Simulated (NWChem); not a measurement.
**B3LYP/def2-TZVPP (core potential) run of InF (SMILES [F][In])**

Aim: the energy change on altering one bond length of InF at B3LYP/def2-TZVPP (core potential), from 2 runs. 

The results are computed with NWChem 7.3.0.

11 further runs of the same task are left out: 3 that didn't finish, 8 set aside as unsound or not needed. Runs told in other sessions of the task aren't counted.

## (1) The molecule

InF: 2 atoms, total charge 0, spin state singlet. SMILES: `[F][In]`. Geometry: relaxed at PBE0-D4/def2-TZVP.

Bond lengths: F1–In2 1.994 Å.

## (2) Energy and forces at B3LYP/def2-TZVPP (core potential)

Input file run.py:

```python
from ase import Atoms
from ase.calculators.nwchem import NWChem

atoms = Atoms('FIn', positions=[
    [0.000000, 0.000000, 0.015910],
    [-0.000000, -0.000000, 2.009580],
])

calc = NWChem(
    label='fin',
    theory='dft',
    memory='2200 mb',
    basis='def2-TZVPP',
    basispar='spherical bse',
    dft={'xc': 'b3lyp', 'mult': '1', 'grid': 'xfine', 'convergence': 'energy 1e-08', 'iterations': '100', 'mulliken': None},
    **{'ecp bse': {'In library': 'def2-TZVPP'}},
)
atoms.calc = calc

forces = atoms.get_forces()
e = atoms.get_potential_energy()
print(f"E = {e:.6f} eV")
print("forces (eV/A):")
for s, f in zip(atoms.symbols, forces):
    print(f"{s:2s} {f[0]:10.5f} {f[1]:10.5f} {f[2]:10.5f}")
print("dipole (e A):", atoms.get_dipole_moment().round(4))
```

Started as:

```console
export ASE_NWCHEM_COMMAND="nwchem PREFIX.nwi > PREFIX.nwo"
python run.py
```

Log:

```text
E = -7895.636909 eV
forces (eV/A):
F    -0.00000    0.00000   -0.28709
In    0.00000   -0.00000    0.28709
dipole (e A): [-0.      0.      0.6773]
```

The calculator wrote fin.nwi:

```
title "fin"

permanent_dir fin

scratch_dir fin

start fin

geometry units angstrom nocenter noautosym noautoz
  F  0.0000000000000000e+00 0.0000000000000000e+00 1.5910000000000001e-02
  In -0.0000000000000000e+00 -0.0000000000000000e+00 2.0095800000000001e+00
end

memory 2200 mb

basis spherical bse noprint
   * library def2-TZVPP
end

dft
  xc b3lyp
  mult 1
  grid xfine
  convergence energy 1e-08
  iterations 100
  mulliken
end
ecp bse
  In library def2-TZVPP
end

task dft gradient
```

fin.nwo, cut to the lines that bear on the results:

```text
[...]
          Wavefunction type:  closed shell.
          No. of atoms     :     2
          No. of electrons :    30
[...]
          Charge           :     0
          Spin multiplicity:     1
[...]
          AO basis - number of functions:    81
[...]
              XC Information
              --------------
                         B3LYP Method XC Potential
                     Hartree-Fock (Exact) Exchange  0.200
                        Slater Exchange Functional  0.800 local
                    Becke 1988 Exchange Functional  0.720 non-local
              Lee-Yang-Parr Correlation Functional  0.810
                  VWN I RPA Correlation Functional  0.190 local
[...]
 d= 0,ls=0.0,diis     1   -290.0578117129 -3.40D+02  2.64D-02  8.24D-01     2.4
[...]
 d= 0,ls=0.0,diis    11   -290.1593069239 -4.16D-11  5.85D-08  2.10D-11    19.3
         Total DFT energy =     -290.159306923901
      One electron energy =     -575.642958644014
           Coulomb energy =      262.608933503198
    Exchange-Corr. energy =      -27.291307284268
 Nuclear repulsion energy =       50.166025501183
[...]
      Total Density - Mulliken Population Analysis
     ---------------------------------------------
    Atom       Charge   Shell Charges
 -----------   ------   -------------------------------------------------------
    1 F    9     9.53   0.77  1.20  0.62  0.96  0.41  2.27  2.08  1.22  0.00  0.00  0.00
    2 In  21    20.47   0.41 -0.87  1.65  0.80  1.20  0.74 -0.41  6.39  0.23  0.18  0.02  8.83  1.15  0.09  0.00  0.03
[...]
  wavefunction    = closed shell
                         DFT ENERGY GRADIENTS
    atom               coordinates                        gradient
                 x          y          z           x          y          z
   1 F       0.000000   0.000000   0.030066    0.000000  -0.000000   0.005583
   2 In      0.000000   0.000000   3.797556   -0.000000   0.000000  -0.005583
[...]
```

Run time: 26 s. Hardware: 1 thread of Intel Xeon at 2.80GHz (Skylake/Cascade Lake), shared host; peak memory 0.14 GiB.

## (3) The distorted shape: a single-point energy at B3LYP/def2-TZVPP (core potential)

Input file run.py:

```python
from ase import Atoms
from ase.calculators.nwchem import NWChem

molecule = Atoms('FIn', positions=[
    [0.000000, 0.000000, -0.582220],
    [-0.000000, -0.000000, 2.009580],
])

calc = NWChem(
    label='fin',
    theory='dft',
    memory='2200 mb',
    basis='def2-TZVPP',
    basispar='spherical bse',
    dft={'xc': 'b3lyp', 'mult': '1', 'grid': 'xfine', 'convergence': 'energy 1e-08', 'iterations': '100', 'mulliken': None},
    task='energy',
    **{'ecp bse': {'In library': 'def2-TZVPP'}},
)
molecule.calc = calc

print("Total energy (eV):", round(molecule.get_potential_energy(), 6))
print("dipole (e A):", molecule.get_dipole_moment().round(4))
```

Started as:

```console
export ASE_NWCHEM_COMMAND="nwchem PREFIX.nwi > PREFIX.nwo"
python run.py
```

Log:

```text
Total energy (eV): -7894.471769
dipole (e A): [ 0.     -0.      1.4465]
```

The calculator wrote fin.nwi:

```
title "fin"

permanent_dir fin

scratch_dir fin

start fin

geometry units angstrom nocenter noautosym noautoz
  F  0.0000000000000000e+00 0.0000000000000000e+00 -5.8221999999999996e-01
  In -0.0000000000000000e+00 -0.0000000000000000e+00 2.0095800000000001e+00
end

memory 2200 mb

basis spherical bse noprint
   * library def2-TZVPP
end

dft
  xc b3lyp
  mult 1
  grid xfine
  convergence energy 1e-08
  iterations 100
  mulliken
end
ecp bse
  In library def2-TZVPP
end

task dft energy
```

fin.nwo, cut to the lines that bear on the results:

```text
[...]
          Wavefunction type:  closed shell.
          No. of atoms     :     2
          No. of electrons :    30
[...]
          Charge           :     0
          Spin multiplicity:     1
[...]
          AO basis - number of functions:    81
[...]
              XC Information
              --------------
                         B3LYP Method XC Potential
                     Hartree-Fock (Exact) Exchange  0.200
                        Slater Exchange Functional  0.800 local
                    Becke 1988 Exchange Functional  0.720 non-local
              Lee-Yang-Parr Correlation Functional  0.810
                  VWN I RPA Correlation Functional  0.190 local
[...]
 d= 0,ls=0.0,diis     1   -289.9741153142 -3.29D+02  4.20D-02  1.01D+00     2.1
[...]
 d= 0,ls=0.0,diis    11   -290.1164888071 -1.07D-09  1.10D-07  4.90D-11    17.7
         Total DFT energy =     -290.116488807112
      One electron energy =     -552.435415732375
           Coulomb energy =      250.953757314730
    Exchange-Corr. energy =      -27.223648994661
 Nuclear repulsion energy =       38.588818605194
[...]
      Total Density - Mulliken Population Analysis
     ---------------------------------------------
    Atom       Charge   Shell Charges
 -----------   ------   -------------------------------------------------------
    1 F    9     9.65   0.77  1.20  0.63  0.93  0.46  2.26  2.01  1.39  0.00  0.00  0.00
    2 In  21    20.35   0.42 -0.87  1.66  0.80  1.32  0.63 -0.41  6.39  0.12  0.20  0.03  8.83  1.13  0.09  0.00  0.01
[...]
```

Run time: 19 s. Hardware: 1 thread of Intel Xeon at 2.80GHz (Skylake/Cascade Lake), shared host; peak memory 0.12 GiB.

## (4) Results

At B3LYP/def2-TZVPP (core potential):

| quantity | value |
| --- | --- |
| first shape: total energy | -290.15931 Eh |
| first shape: dipole moment | 3.25 D |
| first shape: HOMO energy | -7.43 eV |
| first shape: LUMO energy | -1.84 eV |
| first shape: HOMO–LUMO gap | 5.59 eV |
| first shape: largest force on an atom | 0.287 eV/Å |
| distorted shape: total energy | -290.11649 Eh |
| distorted shape: dipole moment | 6.95 D |
| distorted shape: HOMO energy | -6.98 eV |
| distorted shape: LUMO energy | -2.61 eV |
| distorted shape: HOMO–LUMO gap | 4.37 eV |
| energy change with the F1–In2 bond stretched from 1.994 to 2.592 Å | 1.165 eV |

With the F1–In2 bond stretched from 1.994 to 2.592 Å the energy rises by 1.17 eV (112 kJ/mol). The first shape isn't relaxed at this level, so the change isn't measured from a minimum. The largest force (first shape) is 0.29 eV/Å: the shape isn't a stationary point for this species at this level.
